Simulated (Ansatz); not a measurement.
# ClHHf: the cost of one run

The runs use Ansatz 0.2.0, Gaussian basis; def2-QZVPP, core rule «outside noble gas», up to 9 orbitals frozen.

The runs, in order: UHF; ROHF; CCSD(T) on UHF.

2 further runs of the same task are left out: 2 set aside as unsound or not needed.

### Step 1. What is computed

The geometry is a PBE0/def2-TZVP stationary point (not a proven minimum). No spin-orbit coupling is included. Elements past krypton take def2 core potentials.

3 atoms, charge 0, spin multiplicity 3.

Atoms are counted from 1 here; the program's logs count them from 0.

Bond lengths: Hf1–Cl2 2.375 Å, Hf1–H3 1.924 Å. Angles: Cl2–Hf1–H3 180.0°.

### Step 2. UHF

File in.yaml:

```yaml
crystal:
  periodic: [false, false, false]
  atoms:
    - {symbol: Hf, position_ang: [0.000000, 0.000000, 0.150300]}
    - {symbol: Cl, position_ang: [0.000000, 0.000000, -2.224700]}
    - {symbol: H, position_ang: [0.000000, 0.000000, 2.074400]}
basis:
  gaussian: {orbitals: "def2-QZVPP.json"}
magnetization: {spin_polarized: true, initial_magnetization: 2}
hamiltonian: {xc: hf}
output: {orbitals: {seedname: orbitals}}
```

On the command line:

```console
ansatz run in.yaml --threads 1 --pin off --events-out ev --progress --plain --max-ram 4096MiB --backend cpu
```

**Question.** How long does this run take on 1 thread of AMD EPYC 7R13, shared host, and how much memory does it need?

About 18 s, with a peak of 0.49 GiB.
